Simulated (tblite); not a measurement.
# C4H10N2P2S: the cost of one run

Computed with tblite 0.8.0 and PySCF 2.14.0, with density-fitted response routines of our own, on a single molecule, in the gas phase or a continuum. Atoms count from 0, in the outputs and in this text.

## Step 1: Starting geometry

19 atoms, charge 0, multiplicity 1; geometry from: force field or distance geometry start.

Bonds of the start (Å): C0–N1 1.44, N1–C2 1.38, C2–C3 1.34, C3–N4 1.38, N4–C5 1.44, N4–P6 1.66, P6–P7 2.14, P6–S8 1.94, P6–N1 1.66, C0–H9 1.08, C0–H10 1.09, C0–H11 1.10, C2–H12 1.07, C3–H13 1.09, C5–H14 1.10, C5–H15 1.11, C5–H16 1.09, P7–H17 1.41, P7–H18 1.41.

## Step 2: Relaxing the molecule with GFN2-xTB

Job settings and geometry (Å):

```
{"job": {"kind": "relax", "xc": "GFN2-xTB", "basis": "xTB"}, "charge": 0, "multiplicity": 1}
C      2.438400     0.898400    -0.103200
N      1.258900     0.078100    -0.234700
C      1.237800    -1.253700    -0.591400
C      0.019900    -1.789000    -0.454800
N     -0.910200    -0.910900     0.049700
C     -2.249100    -1.213400     0.469800
P     -0.214500     0.571700     0.340600
P     -1.038700     2.048700    -0.972000
S     -0.282200     1.219500     2.165700
H      3.143600     0.683700    -0.896100
H      2.921300     0.725100     0.856700
H      2.170000     1.959900    -0.168400
H      2.121800    -1.741700    -0.931000
H     -0.254100    -2.822600    -0.650400
H     -2.884700    -0.314800     0.453600
H     -2.240100    -1.606600     1.505400
H     -2.702700    -1.958600    -0.177600
H     -2.213900     2.287700    -0.221900
H     -0.331200     3.147600    -0.447300
```

Started as:

```bash
$ OMP_NUM_THREADS=1 python probes_run.py task.json out
```

The driver reads the jobs from task.json and runs them one after another.

Q: Estimate the wall time and peak memory of this first job on 1 thread of Intel Xeon Platinum 8488C, shared host.

About 1.3 s, with a peak of 0.18 GiB.
